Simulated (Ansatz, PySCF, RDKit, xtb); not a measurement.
# Which structure has the formula CH4SZn?

Given the formula CH4SZn and nothing else, which arrangement of the atoms is the most stable in the gas at 298.15 K, and what are its properties?

The funnel: GFN2-xTB relaxations, single points with a density functional, relaxations at PBE0-D3(BJ)/def2-SVP, harmonic vibrations, and a last energy at a higher level. All values are calculated.

7 further runs of the same task are left out: 7 set aside as unsound or not needed.

### 1 Candidates

All bonding patterns within simple valence rules are listed by program: one Lewis structure each, at most two rings and one unusual centre or charged pair. O–O, O–halogen and N–halogen bonds and N–N–N chains are not drawn. That gives 6 candidates.

```
label              SMILES     spin
 c035         S[CH2][ZnH]  singlet
 c381           C[S][ZnH]  singlet
 c447         C=[SH][ZnH]  singlet
 c629  [CH2]1[SH+][ZnH-]1  singlet
 c641       [CH3][Zn][SH]  singlet
 c920       C=[S+][ZnH2-]  singlet
```

Candidates are built by distance geometry, with a force field where one applies, in up to four conformers (letters a to d). 6 starts with atoms placed at random are added, to find patterns that the rules miss.

**Question.** With final energies at CCSD(T)/def2-TZVP, which structure will this search put lowest in free energy, and by what margin?

| quantity | value |
| --- | --- |
| lowest structure found | [CH3][Zn][SH], singlet, C1 |
| next finalist | C[S][ZnH], singlet, 15.7 kcal/mol higher in G |
| share at equilibrium, among the finalists | 100.0 % |
| harmonic wavenumbers, lowest and highest (PBE0-D3(BJ)/def2-SVP) | 12i and 3167 cm⁻¹ |
| rotational constants, same geometry | 3.386, 0.08174, 0.08104 cm⁻¹ |
| dipole moment (PBE0/def2-TZVPD) | 1.84 D |
| HOMO energy (PBE0/def2-TZVPD) | -7.15 eV |
| LUMO energy (PBE0/def2-TZVPD) | -0.50 eV |
| HOMO–LUMO gap (PBE0/def2-TZVPD) | 6.65 eV |
| lowest excitation (TD-PBE0/def2-SVPD) | 5.42 eV (f = 0.038) |
| strongest of the states computed, same level | 6.73 eV (f = 0.513) |
| lowest triplet excitation, same level, Tamm-Dancoff | 5.07 eV |
| vertical ionisation energy | 9.42 eV |
| vertical electron affinity | -0.54 eV (unbound: the value depends on the basis) |
| vertical triplet less singlet | +5.09 eV |

`[CH3][Zn][SH]` comes out lowest. Among the finalists first place is clear (15.7 kcal/mol); structures outside the list aren't covered. r2SCAN-D4/def2-SVP, PBE0-D3(BJ)/def2-SVP, HF/def2-TZVP and MP2/def2-TZVP already put its bonding pattern lowest among the structures in one piece; GFN2-xTB and HF/STO-3G favour the singlet C[S][ZnH]. One minimum inside the window was never screened. The search is not exhaustive (a finite list of starts, one conformer a finalist), so a lower isomer can't be ruled out. Patterns outside the rules of the enumeration were met only by chance.
